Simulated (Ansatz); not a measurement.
**GeHF3 (SMILES [F][GeH]([F])[F]): HF/STO-3G**

What is the electronic atomisation energy of GeHF3 at HF/STO-3G? 

The results are computed with Ansatz 0.2.0.

48 further runs of the same task are left out: 48 set aside as unsound or not needed. Runs told in other sessions of the task aren't counted.

## 1. The structure to begin with

The species is GeHF3 (5 atoms), meant as a singlet with charge 0. SMILES: `[F][GeH]([F])[F]`. The coordinates come from a PBE0-D4/def2-TZVP relaxation.

Bond lengths: F1–Ge2 1.707 Å, Ge2–F3 1.707 Å, Ge2–F4 1.707 Å, Ge2–H5 1.516 Å. Angles: F1–Ge2–F3 106.4°, F1–Ge2–F4 106.4°, F3–Ge2–F4 106.4°, F1–Ge2–H5 112.4°, F3–Ge2–H5 112.4°, F4–Ge2–H5 112.4°.

## 2. A single-point energy at HF/STO-3G

Input file job.yaml:

```yaml
crystal:
  periodic: [false, false, false]
  atoms:
    - {symbol: F, position_ang: [-0.249800, -0.734100, 1.483000]}
    - {symbol: Ge, position_ang: [0.095600, -0.008700, -0.023300]}
    - {symbol: F, position_ang: [-0.673100, 1.515700, -0.011300]}
    - {symbol: F, position_ang: [-0.708100, -0.944000, -1.204000]}
    - {symbol: H, position_ang: [1.585200, 0.097300, -0.285700]}
basis:
  gaussian:
    orbitals: STO-3G
hamiltonian:
  xc: hf
accuracy: high
output:
  orbitals: {seedname: orbitals}
```

Command:

```sh
ansatz run job.yaml --threads 1 --pin off --max-ram 3480MiB --events-out events.jsonl --progress --plain --runs-dir runs
```

Standard output:

```text
Warning: RAYON_NUM_THREADS=1 ignored (pool sized by the plan → 1); use --threads N
Functional definition: HF
  name "HF"
  exchange = exact_x
  correlation = 0
593 factors; integrals over basis functions are off by at most 1.3e-8 eV
mean field evaluation 1: about -63847.5161 eV, gradient 2.5e1 eV
mean field evaluation 2: about -63847.6004 eV, gradient 2.5e1 eV
mean field evaluation 4: about -63851.0039 eV, gradient 1.8e0 eV
mean field evaluation 8: about -63851.0259 eV, gradient 1.3e-4 eV
mean field -63851.02594309 eV, -2346.4819236288 hartree, gradient 1.6e-8 eV, S^2 0.000000; 0 other end points of the search recorded, 0 dependent functions left out
reference -63851.02594309 eV, -2346.4819236288 hartree; 30, 30 occupied and 4, 4 virtual orbitals, 593 factors
Total energy: -63851.02594309 eV, -2346.4819236288 hartree
```

Run time: 0.34 s. Hardware: 1 thread of Arm Neoverse V1, shared host.

## 3. The F atom at the same level

Input file input.yaml:

```yaml
crystal:
  periodic: [false, false, false]
  atoms:
    - {symbol: F, position_ang: [0.000000, 0.000000, 0.000000]}
basis:
  gaussian:
    orbitals: STO-3G
accuracy: high
magnetization:
  spin_polarized: true
  initial_magnetization: 1
hamiltonian:
  xc: hf
```

Run the same way, it converges to -97.98651 Eh (log not shown).

## 4. The Ge atom

Input file job.yaml:

```yaml
basis:
  gaussian:
    orbitals: STO-3G
crystal:
  periodic: [false, false, false]
  atoms:
    - {symbol: Ge, position_ang: [0.000000, 0.000000, 0.000000]}
hamiltonian:
  xc: hf
accuracy: high
magnetization:
  spin_polarized: true
  initial_magnetization: 2
```

Run the same way, it converges to -2051.63626 Eh (log not shown).

## 5. The H atom

Input file molecule.yaml:

```yaml
crystal:
  periodic: [false, false, false]
  atoms:
    - {symbol: H, position_ang: [0.000000, 0.000000, 0.000000]}
basis:
  gaussian:
    orbitals: STO-3G
magnetization:
  spin_polarized: true
  initial_magnetization: 1
hamiltonian:
  xc: hf
accuracy: high
```

Run the same way, it converges to -0.46658 Eh (log not shown).

## 6. Summary of results

Level: HF/STO-3G.

```
                     quantity           value
       molecule: total energy  -2346.48192 Eh
        molecule: HOMO energy       -10.66 eV
        molecule: LUMO energy        10.67 eV
      molecule: HOMO–LUMO gap        21.33 eV
         F atom: total energy    -97.98651 Eh
                 F atom: ⟨S²⟩           0.750
        Ge atom: total energy  -2051.63626 Eh
                Ge atom: ⟨S²⟩           2.000
         H atom: total energy     -0.46658 Eh
                 H atom: ⟨S²⟩           0.750
electronic atomisation energy       11.417 eV
```

**Reading.** Taking the molecule apart into free atoms costs 11.42 eV (1102 kJ/mol), before zero-point energy and without spin-orbit coupling. Hartree–Fock lacks the correlation of the bonding pairs, which as a rule makes this value much too low; in minimal bases other errors can mask that. In a minimal basis such a difference can be off by several eV, whatever the method.
